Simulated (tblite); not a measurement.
# C2H7F4PSi2: the cost of one run

Programs: tblite 0.8.0 and PySCF 2.14.0, with density-fitted response routines of our own. Each step states its level of theory. These are calculated values for one molecule in the gas phase, unless marked as measured. Atoms count from 0, in the outputs and in this text.

## 1. The molecule as given

16 atoms, charge 0, multiplicity 1; geometry from: force field or distance geometry start.

Bonds of the start (Å): F0–Si1 1.67, Si1–C2 1.85, C2–C3 1.52, C3–F4 1.37, C3–F5 1.39, C3–F6 1.39, Si1–P7 2.19, P7–Si8 2.20, Si1–H9 1.49, C2–H10 1.12, C2–H11 1.12, P7–H12 1.46, Si8–H13 1.46, Si8–H14 1.46, Si8–H15 1.47.

## 2. Relaxing the molecule with GFN2-xTB

Job settings and geometry (Å):

```
{"job": {"kind": "relax", "xc": "GFN2-xTB", "basis": "xTB"}, "charge": 0, "multiplicity": 1}
F      0.225900     2.467000    -0.417200
Si    -0.253600     1.077200     0.381500
C     -1.377300     0.122100    -0.737500
C     -2.506200    -0.558500     0.024800
F     -3.234600     0.381800     0.701500
F     -3.327000    -1.211500    -0.894800
F     -1.973300    -1.446700     0.949900
P      1.412800    -0.101200     1.184500
Si     2.928500    -0.648700    -0.317500
H     -1.088500     1.519900     1.531600
H     -0.832400    -0.621200    -1.369800
H     -1.887500     0.855500    -1.415700
H      2.056400     0.593800     2.293100
H      3.766600     0.476300    -0.727600
H      3.798100    -1.648500     0.292000
H      2.284500    -1.248500    -1.490000
```

Command:

```console
> OMP_NUM_THREADS=1 python probes_run.py task.json out
```

This one command runs all jobs of the session in turn.

**Question.** How long does this first job take on 1 thread of Arm Neoverse V2, shared host, and how much memory does it need?

About 1.5 s, with a peak of 0.18 GiB.
